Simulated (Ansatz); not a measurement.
# LaF5: the cost of one run

Program: Ansatz 0.2.0. Level of theory: DFT PBE, scalar-relativistic, plane waves, PAW. These are calculated values, not measurements.

**1. Starting point**

It takes space group P4mm (No. 99, tetragonal). The conventional cell has a = 3.792 Å, b = 3.792 Å, c = 6.539 Å, α = 90.00°, β = 90.00°, γ = 90.00°. La (site symmetry 4mm) is surrounded by 1 F at 1.88 Å. F (site symmetry m) has 1 F at 1.12 Å as nearest neighbours. F (site symmetry 4mm) has 4 F at 1.12 Å as nearest neighbours.

As a file:

```
La F
1.0
     3.79224    0.00000    0.00000
     0.00000    3.79224    0.00000
     0.00000    0.00000    6.53862
La F
1 5
Direct
  0.00000 0.00000 0.40807
  0.71671 0.00000 0.74373
  0.28329 0.00000 0.74373
  0.00000 0.71671 0.74373
  0.00000 0.28329 0.74373
  0.00000 0.00000 0.69540
```

The cell is invented: random cell by space group and Wyckoff sites (P4mm, No. 99). Lengths come from tabulated atomic sizes and are only a guess.

**2. The guess as it stands, on a coarse mesh**

File input.yaml:

```yaml
crystal:
  lattice:
    - [3.79224391, 0.0, 0.0]
    - [0.0, 3.79224391, 0.0]
    - [0.0, 0.0, 6.53862305]
  atoms:
    - { symbol: La, position: [0.0, 0.0, 0.40807413] }
    - { symbol: F, position: [0.71670933, 0.0, 0.74373434] }
    - { symbol: F, position: [0.28329067, 0.0, 0.74373434] }
    - { symbol: F, position: [0.0, 0.71670933, 0.74373434] }
    - { symbol: F, position: [0.0, 0.28329067, 0.74373434] }
    - { symbol: F, position: [0.0, 0.0, 0.69539603] }
basis:
  ecutwfc: 420
kpoints:
  mp_grid: { grid: [4, 4, 4] }
hamiltonian:
  xc: pbe
scf:
  occupations: { method: gaussian, width: 0.1 }
  lower_state_search: "off"
output:
  forces: true
  stress: true
  eigenvalues: true
```

On the command line:

```
ansatz run input.yaml --threads 1 --pin off --max-ram 2560MiB --backend cpu --events-out ev --progress --plain --runs-dir out
```

Q: Estimate wall time and peak memory on 1 thread of Intel Xeon at 2.50GHz (Skylake/Cascade Lake), shared host.

About 12 s, with a peak of 0.35 GiB.
